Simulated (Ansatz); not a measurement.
# HfBi3 (I4/mmm) in Ansatz: equation of state

Aim: energy against volume of HfBi3 in PBE, for its equilibrium volume and stiffness.

Everything below comes from runs of Ansatz 0.2.0. Logs are shortened: lines on timing, memory, paths and dates and some standing lists are left out, and cuts for length are marked.

## (1) The crystal as given

The structure is tetragonal, space group I4/mmm (No. 139). The conventional cell has a = 4.631 Å, b = 4.631 Å, c = 10.530 Å, α = 90.00°, β = 90.00°, γ = 90.00°. Bi (site symmetry 4/mmm) has 4 Hf at 3.27 Å and 8 Bi at 3.51 Å as nearest neighbours. Around Bi (site symmetry -4m2) lie 8 Bi at 3.27 to 3.51 Å and 4 Hf at 3.51 Å. Around Hf (site symmetry 4/mmm) lie 12 Bi at 3.27 to 3.51 Å.

The cell comes from a database or a generator and needn't be the stable form of this composition.

## (2) Single point, PBE, 26.54 Å³/atom (volume scaled by 0.94)

The input, input.yaml:

```yaml
crystal:
  lattice:
    - [-2.26819539, 2.26819539, 5.1577402897]
    - [2.26819539, -2.26819539, 5.1577402897]
    - [2.26819539, 2.26819539, -5.1577402897]
  atoms:
    - { symbol: Bi, position: [0.5, 0.5, 0.0] }
    - { symbol: Bi, position: [0.25, 0.75, 0.5] }
    - { symbol: Bi, position: [0.75, 0.25, 0.5] }
    - { symbol: Hf, position: [0.0, 0.0, 0.0] }
hamiltonian:
  xc: pbe
  pseudopotentials: { kind: paw }
kpoints:
  mp_grid: { grid: [8, 8, 8] }
scf:
  occupations: { method: fermi_dirac, width: 0.05 }
output:
  forces: true
  stress: true
  eigenvalues: true
```

Potentials or basis: Ansatz PAW.

On the command line:

```console
$ ansatz run input.yaml --threads 2 --pin off --max-ram 5120MiB --backend cpu --events-out ev --progress --plain --runs-dir out
```

The log of the run:

```text
Warning: RAYON_NUM_THREADS=2 ignored (pool sized by the plan → 2); use --threads N
Engine: ansatz 0.2.0, aarch64-unknown-linux-gnu
Pseudopotentials: kind: paw
Pseudopotential: Bi, paw, valence charge 15, recommended cutoff 420 eV (normal), Bi.paw.azcp
Pseudopotential: Hf, paw, valence charge 26, recommended cutoff 420 eV (normal), Hf.paw.azcp
Functional definition: PBE
  parameter kappa = 0.804
  parameter beta = 0.06672455060314922
  exchange = pbe_x(kappa = kappa, mu = beta*pi^2/3)
  correlation = pbe_c(beta = beta)
Crystal: 4 atoms, lattice volume = 106.140 Å³
Basis set: ecut = 420 eV, 2057 PW (Γ), exchange–correlation on 90×90×90 points (8 copies of the dense FFT grid, shifted against one another)
Bands: 43, of which v1, the nominal top of the filled ones, is band 36 counted from 1 (35 counted from 0)
Symmetry: 16 space group operations
Space group: I4/mmm (ITA 139), of the structure as read, at distance tolerance 4.7e-5 Å
k-points: 59 of 512
Non-local potential: Bi, projectors of the file, l = 0: 2, l = 1: 2, l = 2: 2, l = 3: 2
Non-local potential: Hf, projectors of the file, l = 0: 3, l = 1: 2, l = 2: 2, l = 3: 3
PAW form: soft (Blöchl's): semilocal exchange-correlation on the pseudo side does not see the compensation charge
PAW one-centre angular grid: Bi, 590 points (default); XC on 64 Gauss nodes
PAW one-centre angular grid: Hf, 590 points (default); XC on 64 Gauss nodes
Initial density: superposition of atomic densities (neutral atoms: chi_scale 0, normalization atom), corrected by the library's trained network
Initial wavefunctions: pseudopotential atomic-orbital guess
Functional: x = pbe(κ = 0.804, μ = 0.2195149727645171), c = pbe(β = 0.06672455060314922)
SCF iter   1: F=—  HF=-52910.151329 eV  |F-HF|=—  |Δ(HF+E_count)|=         —  Δρ=2.12e-3  dr2=9.04e-3  ethr=1.77e-3  ⟨swp⟩=7.0  Hψ=9613  notcnv=0
preconditioner: auto → Kerker (q_TF=auto, 2.551 Å⁻¹)  [metal: Δε(μ)=0.011 eV  Ē_g=17.634 eV  σ=0.050 eV  W_gap=0.06  n_scr=32 (ndim 8)  ℏωp=28.6 eV  f_vac=0.000  D(μ)=3.82/eV (n_scr^D=32)]
SCF iter   2: F=—  HF=-52910.151377 eV  |F-HF|=—  |Δ(HF+E_count)|=   4.78e-5  Δρ=1.20e-3  dr2=2.12e-3  ethr=1.27e-5  ⟨swp⟩=2.0  Hψ=3663  notcnv=0  defer=2
SCF iter   3: F=—  HF=-52910.151290 eV  |F-HF|=—  |Δ(HF+E_count)|=   8.67e-5  Δρ=3.99e-4  dr2=2.69e-4  ethr=2.98e-6  ⟨swp⟩=2.0  Hψ=3423  notcnv=0  defer=2
SCF iter   4: F=—  HF=-52910.151206 eV  |F-HF|=—  |Δ(HF+E_count)|=   8.44e-5  Δρ=2.19e-4  dr2=7.54e-5  ethr=3.78e-7  ⟨swp⟩=2.0  Hψ=4591  notcnv=0  defer=2
SCF iter   5: F=—  HF=-52910.151264 eV  |F-HF|=—  |Δ(HF+E_count)|=   5.82e-5  Δρ=6.94e-5  dr2=5.47e-6  ethr=1.06e-7  ⟨swp⟩=2.0  Hψ=4550  notcnv=0  defer=2
SCF iter   6: F=—  HF=-52910.151265 eV  |F-HF|=—  |Δ(HF+E_count)|=   9.03e-7  Δρ=1.99e-5  dr2=5.18e-7  ethr=7.70e-9  ⟨swp⟩=2.0  Hψ=4587  notcnv=0  defer=2
SCF iter   7: F=-52910.151265 eV  HF=-52910.151265 eV  |F-HF|=9.82e-9  |Δ(HF+E_count)|=   3.40e-8  Δρ=3.75e-6  dr2=2.03e-8  ethr=1.41e-10  ⟨swp⟩=8.5  Hψ=10889  notcnv=0
SCF 1 converged in 7 iterations: F = -52910.151265 eV  dr2 = 2.03e-8
SCF converged after 7 iterations
Free energy (F): -52910.151265 eV
Harris-Foulkes:  -52910.151265 eV  (|F-HF|=9.82e-9)
Internal energy: -52910.119776 eV  (E = F + TS)
E sigma→0 (E₀):  -52910.135520 eV
Entropy (-TS):   -0.031489 eV (-7.872 meV/atom)
Fermi energy:    15.175680 eV
--- Per-component energies (eV) ---
  E_band       = -216.402278
  E_kinetic    = 1333.040388
  E_local      = -9975.887933  (includes V_loc(G=0)·N_el)
  E_nonlocal   = 434.051947
  E_hartree    = 4061.656488
  E_xc         = -755.211253
  E_vxc        = -701.009652  (∫ρ·V_xc dr)
  E_paw        = -38914.879331  (= ΣΔE_a)
  E_vpaw       = 570.096549  (= ΣTr[D̂ρ^β])
  E_aug_tail   = -0.001311  (compensation charges beyond the density's cutoff)
  E_ewald      = -9092.888770
  E_smearing   = -0.031489  (= −TS)
  E_closure    = -0.000000  (closes the sum)
  Σ components = -52910.151265   (vs F -52910.151265, Δ=0.00e0)
--- Forces (eV/Å), atoms counted from 1 ---
  atom   1  Bi    -0.00000000     0.00000000     0.00000000
  atom   2  Bi     0.00000000     0.00000000     0.00000000
  atom   3  Bi    -0.00000000     0.00000000     0.00000000
  atom   4  Hf     0.00000000     0.00000000     0.00000000
  max |Σ_I F_I| component: 3.47e-18 eV/Å
--- Stress (GPa, compression-positive) ---
        5.185442      -0.000000      -0.000000
       -0.000000       5.185442       0.000000
       -0.000000       0.000000       4.360543
  P = ⅓ Tr σ = 4.9105 GPa (49.105 kbar)
--- Band table (eV; the first three rows and the last of 59) ---
  k-point 0: bands = ["-48.1160", "-16.7451", "-16.7451", "-16.6707", "-8.0760", "-7.9246", "-7.8895", "-7.8378", "-7.8378", "-7.7734", "-7.7734", "-7.7020", "-7.6938", "-7.6716", "-7.6051", "-7.6028", "-7.6028", "-7.5785", "-7.5678", "1.2210", "1.8801", "1.8801", "1.8937", "1.9049", "1.9093", "1.9093", "1.9117", "5.1753", "6.4221", "10.1743", "11.5061", "11.5061", "12.7636", "13.7854", "13.7854", "15.2740", "15.7327", "16.0302", "16.3939", "17.2837", "17.2837", "18.2930", "18.2930"]
  k-point 1: bands = ["-48.1160", "-16.7472", "-16.7461", "-16.6706", "-8.0439", "-7.9076", "-7.8717", "-7.8439", "-7.8229", "-7.7824", "-7.7698", "-7.7155", "-7.7117", "-7.6672", "-7.6204", "-7.6099", "-7.6026", "-7.5876", "-7.5749", "1.4460", "1.8803", "1.8803", "1.8941", "1.9049", "1.9087", "1.9092", "1.9120", "5.2053", "5.8945", "10.1645", "11.3757", "11.9599", "12.4721", "12.5515", "14.8190", "15.1411", "15.9336", "16.0324", "17.2979", "17.3569", "17.7510", "17.9001", "18.0804"]
  k-point 2: bands = ["-48.1159", "-16.7509", "-16.7486", "-16.6703", "-7.9890", "-7.8676", "-7.8595", "-7.8074", "-7.8039", "-7.7942", "-7.7877", "-7.7556", "-7.7487", "-7.6765", "-7.6592", "-7.6226", "-7.6003", "-7.5876", "-7.5649", "1.8780", "1.8806", "1.8952", "1.9046", "1.9067", "1.9089", "1.9124", "2.0993", "5.0348", "5.1508", "9.9187", "11.1125", "11.4845", "11.6594", "12.9650", "14.7405", "15.9848", "16.0494", "16.0755", "17.1223", "17.5155", "17.9249", "18.9759", "19.8657"]
  k-point 58: bands = ["-48.1160", "-16.7449", "-16.7449", "-16.6715", "-8.0737", "-7.9453", "-7.8919", "-7.8919", "-7.8809", "-7.7341", "-7.7341", "-7.7325", "-7.6985", "-7.6570", "-7.6076", "-7.5866", "-7.5866", "-7.5678", "-7.5456", "1.8801", "1.8801", "1.8952", "1.9050", "1.9089", "1.9089", "1.9101", "2.0608", "3.3607", "6.2914", "11.1556", "11.1556", "11.9851", "14.9761", "15.2979", "15.3208", "15.3208", "15.7450", "15.7477", "15.7477", "15.7763", "16.1015", "17.4242", "18.8278"]
```

It took 6.9 s on 2 threads of Arm Neoverse V1, shared host; peak memory 0.55 GiB.

Results:

```yaml
Free_energy: -52910.1513 eV
Pressure: 4.9 GPa
Band_gap_on_the_k_mesh: none (metal or under the smearing width)
```

Caveat: spin-orbit coupling is left out, which moves the levels of the heavy elements.

## (3) Single point, PBE, 27.10 Å³/atom (volume scaled by 0.96)

input.yaml, as its differences from that of step 2:

```diff
@@ -2,5 +2,5 @@
   lattice:
-    - [-2.26819539, 2.26819539, 5.1577402897]
-    - [2.26819539, -2.26819539, 5.1577402897]
-    - [2.26819539, 2.26819539, -5.1577402897]
+    - [-2.2841691233, 2.2841691233, 5.1940636011]
+    - [2.2841691233, -2.2841691233, 5.1940636011]
+    - [2.2841691233, 2.2841691233, -5.1940636011]
   atoms:
```

Potentials or basis: Ansatz PAW.

On the command line:

```console
$ ansatz run input.yaml --threads 2 --pin off --max-ram 5120MiB --backend cpu --events-out ev --progress --plain --runs-dir out
```

Run time: 7.1 s. Hardware: 2 threads of Arm Neoverse V1, shared host; peak memory 0.55 GiB.

Results (log left out):

```yaml
Free_energy: -52910.2081 eV
Pressure: 3.2 GPa
Band_gap_on_the_k_mesh: none (metal or under the smearing width)
```

Caveat: spin-orbit coupling is left out, which moves the levels of the heavy elements.

## (4) Single point, PBE, 27.66 Å³/atom (volume scaled by 0.98)

input.yaml, as its differences from that of step 3:

```diff
@@ -2,5 +2,5 @@
   lattice:
-    - [-2.2841691233, 2.2841691233, 5.1940636011]
-    - [2.2841691233, -2.2841691233, 5.1940636011]
-    - [2.2841691233, 2.2841691233, -5.1940636011]
+    - [-2.2999225116, 2.2999225116, 5.2298858614]
+    - [2.2999225116, -2.2999225116, 5.2298858614]
+    - [2.2999225116, 2.2999225116, -5.2298858614]
   atoms:
@@ -21 +21,5 @@
   eigenvalues: true
+  write_density: true
+  write_potential: true
+  elf: true
+  volumetric_format: npy
```

On the command line:

```console
$ ansatz run input.yaml --threads 2 --pin off --max-ram 5120MiB --backend cpu --events-out ev --progress --plain --runs-dir out
```

It took 10 s on 2 threads of Arm Neoverse V1, shared host; peak memory 0.55 GiB.

It converged, with:

```
Free energy            : -52910.2418 eV
Pressure               : 1.6 GPa
Band gap on the k mesh : none (metal or under the smearing width)
```

Caveat: spin-orbit coupling is left out, which moves the levels of the heavy elements.

## (5) Single point, PBE, 28.23 Å³/atom

input.yaml, as its differences from that of step 4:

```diff
@@ -2,5 +2,5 @@
   lattice:
-    - [-2.2999225116, 2.2999225116, 5.2298858614]
-    - [2.2999225116, -2.2999225116, 5.2298858614]
-    - [2.2999225116, 2.2999225116, -5.2298858614]
+    - [-2.315463, 2.315463, 5.265224]
+    - [2.315463, -2.315463, 5.265224]
+    - [2.315463, 2.315463, -5.265224]
   atoms:
```

On the command line:

```console
$ ansatz run input.yaml --threads 2 --pin off --max-ram 5120MiB --backend cpu --events-out ev --progress --plain --runs-dir out
```

Run time: 10 s. Hardware: 2 threads of Arm Neoverse V1, shared host; peak memory 0.56 GiB.

Results (log left out):

| Quantity | Value |
| --- | --- |
| Free energy | -52910.2548 eV |
| Pressure | 0.2 GPa |
| Band gap on the k mesh | none (metal or under the smearing width) |

Caveat: spin-orbit coupling is left out, which moves the levels of the heavy elements.

## (6) Single point, PBE, 28.79 Å³/atom (volume scaled by 1.02)

input.yaml, as its differences from that of step 5:

```diff
@@ -2,5 +2,5 @@
   lattice:
-    - [-2.315463, 2.315463, 5.265224]
-    - [2.315463, -2.315463, 5.265224]
-    - [2.315463, 2.315463, -5.265224]
+    - [-2.3307976389, 2.3307976389, 5.3000940493]
+    - [2.3307976389, -2.3307976389, 5.3000940493]
+    - [2.3307976389, 2.3307976389, -5.3000940493]
   atoms:
@@ -21,5 +21 @@
   eigenvalues: true
-  write_density: true
-  write_potential: true
-  elf: true
-  volumetric_format: npy
```

Potentials or basis: Ansatz PAW.

On the command line:

```console
$ ansatz run input.yaml --threads 2 --pin off --max-ram 5120MiB --backend cpu --events-out ev --progress --plain --runs-dir out
```

It took 8.4 s on 2 threads of Arm Neoverse V1, shared host; peak memory 0.56 GiB.

The run converged. Its results:

```yaml
Free_energy: -52910.2494 eV
Pressure: -1.0 GPa
Band_gap_on_the_k_mesh: none (metal or under the smearing width)
```

Caveat: spin-orbit coupling is left out, which moves the levels of the heavy elements.

## (7) Single point, PBE, 29.36 Å³/atom (volume scaled by 1.04)

input.yaml, as its differences from that of step 6:

```diff
@@ -2,5 +2,5 @@
   lattice:
-    - [-2.3307976389, 2.3307976389, 5.3000940493]
-    - [2.3307976389, -2.3307976389, 5.3000940493]
-    - [2.3307976389, 2.3307976389, -5.3000940493]
+    - [-2.3459331126, 2.3459331126, 5.3345112088]
+    - [2.3459331126, -2.3459331126, 5.3345112088]
+    - [2.3459331126, 2.3459331126, -5.3345112088]
   atoms:
```

On the command line:

```console
$ ansatz run input.yaml --threads 2 --pin off --max-ram 5120MiB --backend cpu --events-out ev --progress --plain --runs-dir out
```

Wall time 8.1 s (2 threads of Arm Neoverse V1, shared host); peak memory 0.56 GiB.

The run converged. Its results:

* Free energy: -52910.2272 eV
* Pressure: -2.1 GPa
* Band gap on the k mesh: none (metal or under the smearing width)

Caveat: spin-orbit coupling is left out, which moves the levels of the heavy elements.

## (8) Single point, PBE, 29.92 Å³/atom (volume scaled by 1.06)

input.yaml, as its differences from that of step 7:

```diff
@@ -2,5 +2,5 @@
   lattice:
-    - [-2.3459331126, 2.3459331126, 5.3345112088]
-    - [2.3459331126, -2.3459331126, 5.3345112088]
-    - [2.3459331126, 2.3459331126, -5.3345112088]
+    - [-2.3608757646, 2.3608757646, 5.3684899033]
+    - [2.3608757646, -2.3608757646, 5.3684899033]
+    - [2.3608757646, 2.3608757646, -5.3684899033]
   atoms:
@@ -21 +21,5 @@
   eigenvalues: true
+  write_density: true
+  write_potential: true
+  elf: true
+  volumetric_format: npy
```

On the command line:

```console
$ ansatz run input.yaml --threads 2 --pin off --max-ram 5120MiB --backend cpu --events-out ev --progress --plain --runs-dir out
```

Run time: 12 s. Hardware: 2 threads of Arm Neoverse V1, shared host; peak memory 0.59 GiB.

It converged, with:

* Free energy: -52910.1902 eV
* Pressure: -3.1 GPa
* Band gap on the k mesh: none (metal or under the smearing width)

Caveat: spin-orbit coupling is left out, which moves the levels of the heavy elements.

## (9) Equation of state, PBE

Potentials or basis: Ansatz PAW.

No new run: the results of the series are fitted here.

Results:

```
Equilibrium volume                        : 28.33 Å³/atom
Bulk modulus at fixed shape and positions : 65 GPa
Pressure derivative of the bulk modulus   : 4.5
```

Energy against volume, from the lowest point:
```tsv
volume (Å³/atom)	energy (meV/atom)
26.535	25.90
27.100	11.70
27.664	3.26
28.229	0.00
28.793	1.37
29.358	6.91
29.923	16.17
```

Caveat: the cell was scaled at fixed shape and fractional positions, which overstates the stiffness of a crystal with free parameters, most of all of layers and chains; spin-orbit coupling is left out, which moves the levels of the heavy elements.
